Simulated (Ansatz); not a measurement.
# C2H6ClFSi: up Jacob's ladder to CCSD(T)

Aim: compute C2H6ClFSi with functionals from several rungs and with coupled cluster. The yardstick is the atomisation energy at the CCSD(T) limit.

Program: Ansatz 0.2.0, Gaussian basis. Level of theory: functionals in def2-TZVPP, the program's frozen cores in correlated methods. These are calculated values, not measurements.

The runs, in order: PBE-D4, r2SCAN-D4, PBE0-D4, B3LYP-D4, ωB97X-V, ωB97M-V, B2PLYP; CCSD(T)/def2-TZVPP; MP2/def2-QZVPP; extrapolation to the limit.

## 1. The geometry

An earlier PBE0-D4 in a triple-zeta def2 set relaxation fixed the geometry.

SMILES `FC(Cl)C[SiH3]`, 11 atoms, charge 0, spin multiplicity 1.

Atoms are counted from 1 here; the program's logs count them from 0.

Bond lengths: F1–C2 1.365 Å, C2–Cl3 1.787 Å, C2–C4 1.500 Å, C2–H6 1.091 Å, C4–Si5 1.891 Å, C4–H7 1.093 Å, C4–H8 1.094 Å, Si5–H9 1.483 Å, Si5–H10 1.487 Å, Si5–H11 1.486 Å. Angles: F1–C2–Cl3 107.9°, F1–C2–C4 110.4°, F1–C2–H6 107.8°, Cl3–C2–C4 111.9°, Cl3–C2–H6 105.5°, C4–C2–H6 113.1°, C2–C4–Si5 113.3°, C2–C4–H7 108.7°, C2–C4–H8 109.3°, Si5–C4–H7 108.6°, Si5–C4–H8 109.5°, H7–C4–H8 107.2°, C4–Si5–H9 111.3°, C4–Si5–H10 109.4°, C4–Si5–H11 108.2°, H9–Si5–H10 109.4°, H9–Si5–H11 109.4°, H10–Si5–H11 109.1°.

## 2. PBE-D4 (GGA)

The input, in.yaml:

```yaml
crystal:
  periodic: [false, false, false]
  atoms:
    - {symbol: F, position_ang: [-0.172024, 0.196995, 1.969597]}
    - {symbol: C, position_ang: [0.697870, -0.390300, 1.096877]}
    - {symbol: Cl, position_ang: [1.291127, -1.900768, 1.844541]}
    - {symbol: C, position_ang: [0.025013, -0.645273, -0.219807]}
    - {symbol: Si, position_ang: [-0.697885, 0.915992, -1.005538]}
    - {symbol: H, position_ang: [1.572372, 0.256887, 1.012259]}
    - {symbol: H, position_ang: [0.755758, -1.077045, -0.908657]}
    - {symbol: H, position_ang: [-0.767578, -1.386343, -0.082805]}
    - {symbol: H, position_ang: [-1.882204, 1.398244, -0.255250]}
    - {symbol: H, position_ang: [0.338381, 1.982754, -1.030589]}
    - {symbol: H, position_ang: [-1.095432, 0.591958, -2.399925]}
basis:
  gaussian: {orbitals: def2-TZVPP}
hamiltonian: {xc: pbe, dispersion: d4}
output: {forces: true, orbitals: {seedname: orbitals}}
```

Command:

```console
> ansatz run in.yaml --threads 4 --pin off --events-out ev --progress --plain --max-ram 10444MiB
```

The runs that follow: r2SCAN-D4 (meta-GGA); PBE0-D4 (hybrid); B3LYP-D4 (hybrid); ωB97X-V (range-separated); ωB97M-V (range-separated); B2PLYP (double hybrid); CCSD(T) in def2-TZVPP; MP2 in def2-QZVPP.

Q: Predict the results of all the runs planned. Wanted: atomisation energy, CCSD(T)/CBS; farthest; mean size of error, hybrid; mean size of error, range-separated; gap, smallest and largest; T1 diagnostic; triples share of the correlation energy.

As calculated:

| quantity | value |
| --- | --- |
| atomisation energy, CCSD(T)/CBS | 3810.5 kJ/mol |
| functionals within 19.1 kJ/mol (0.5 %) | r2SCAN-D4, PBE0-D4, B3LYP-D4, ωB97X-V, ωB97M-V |
| farthest | PBE-D4 (+59.9 kJ/mol) |
| mean size of error, hybrid | 8.3 kJ/mol |
| mean size of error, range-separated | 15.2 kJ/mol |
| gap, smallest and largest | 6.57 eV (PBE-D4), 13.45 eV (ωB97X-V) |
| T1 diagnostic | 0.0109 |
| triples share of the correlation energy | 3.6 % |

What this shows: PBE-D4 misses by +59.9 kJ/mol. Double hybrids carry the basis error of their MP2 part in triple zeta, and no dispersion term here, so their miss is partly the set-up's. Misses under about 19.1 kJ/mol are within the doubt on the reference itself, which lacks core-valence correlation, relativity and higher excitations. Hartree-Fock recovers 74 % of the binding; the rest is correlation. The gap grows from 6.6 to 13.4 eV across the functionals, mostly with the share of exact exchange.
